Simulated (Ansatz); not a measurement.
**C₂H₃AlF₂O: one species, many methods**

An exercise on one series of results from a longer session: the logs are not shown, and one member is left open.

Program: Ansatz 0.2.0, Gaussian basis. Level of theory: functionals in def2-TZVPP, the program's frozen cores in correlated methods. These are calculated values, not measurements.

Plan: PBE-D4, r2SCAN-D4, PBE0-D4, B3LYP-D4, ωB97X-V, ωB97M-V, B2PLYP; CCSD(T)/def2-TZVPP; MP2/def2-QZVPP; extrapolation to the limit.

## The geometry

All runs share one geometry, relaxed beforehand with PBE0-D4 in a triple-zeta def2 set.

SMILES `FC1(F)O[CH]1[AlH2]`, 9 atoms, charge 0, spin multiplicity 1.

Atoms are counted from 1 here; the program's logs count them from 0.

Bond lengths: F1–C2 1.344 Å, C2–F3 1.332 Å, C2–O4 1.335 Å, C2–C5 1.450 Å, O4–C5 1.514 Å, C5–Al6 1.973 Å, C5–H7 1.090 Å, Al6–H8 1.577 Å, Al6–H9 1.583 Å. Angles: F1–C2–F3 107.6°, F1–C2–O4 116.6°, F1–C2–C5 121.2°, F3–C2–O4 117.3°, F3–C2–C5 123.1°, O4–C2–C5 65.7°, C2–O4–C5 60.8°, C2–C5–O4 53.5°, C2–C5–Al6 120.3°, C2–C5–H7 113.1°, O4–C5–Al6 115.8°, O4–C5–H7 110.3°, Al6–C5–H7 123.3°, C5–Al6–H8 119.0°, C5–Al6–H9 116.8°, H8–Al6–H9 124.2°.

Set-up of the first run:

Contents of in.yaml:

```yaml
crystal:
  periodic: [false, false, false]
  atoms:
    - {symbol: F, position_ang: [1.061732, -1.648462, -0.059472]}
    - {symbol: C, position_ang: [1.089420, -0.428406, -0.623593]}
    - {symbol: F, position_ang: [2.356297, -0.156856, -0.931151]}
    - {symbol: O, position_ang: [0.165868, -0.180072, -1.555124]}
    - {symbol: C, position_ang: [0.127260, 0.591566, -0.253023]}
    - {symbol: Al, position_ang: [-1.365872, 0.155582, 0.960357]}
    - {symbol: H, position_ang: [0.500270, 1.605005, -0.401754]}
    - {symbol: H, position_ang: [-2.432515, -0.913180, 0.506038]}
    - {symbol: H, position_ang: [-1.413859, 0.928523, 2.340723]}
basis:
  gaussian: {orbitals: def2-TZVPP}
hamiltonian: {xc: pbe, dispersion: d4}
output: {forces: true, orbitals: {seedname: orbitals}}
```

Started as:

```
> ansatz run in.yaml --threads 4 --pin off --events-out ev --progress --plain --max-ram 10444MiB
```

Among the steps run: PBE-D4 (GGA); r2SCAN-D4 (meta-GGA); PBE0-D4 (hybrid); B3LYP-D4 (hybrid); ωB97X-V (range-separated); ωB97M-V (range-separated); B2PLYP (double hybrid); CCSD(T) in def2-TZVPP; MP2 in def2-QZVPP.

One of the session's tables, all rows but one given; the rest of the session is left out.

| method | atomisation energy (kJ/mol) |
| --- | --- |
| PBE-D4 | 3400.9 |
| r2SCAN-D4 | 3300.0 |
| PBE0-D4 | 3283.2 |
| B3LYP-D4 | 3247.0 |
| ωB97X-V | 3294.6 |
| ωB97M-V | 3287.7 |
| B2PLYP | ? |
| HF/def2-TZVPP | 2201.1 |
| MP2/def2-TZVPP | 3294.3 |
| CCSD/def2-TZVPP | 3097.2 |
| CCSD(T)/def2-TZVPP | 3169.3 |
| MP2/CBS | 3391.4 |
| CCSD(T)/CBS | 3266.4 |

Q: Estimate the row for B2PLYP from the others.

As computed: atomisation energy (kJ/mol): 3224.2. In the column «atomisation energy (kJ/mol)» it lies between CCSD(T)/def2-TZVPP (3169.3) and B3LYP-D4 (3247.0).

To keep in mind: Free atoms (2 F, 2 C, 1 O, 1 Al, 3 H) were run apart at each level; the atomisation energy is their sum less the molecule, without zero-point or spin-orbit terms.
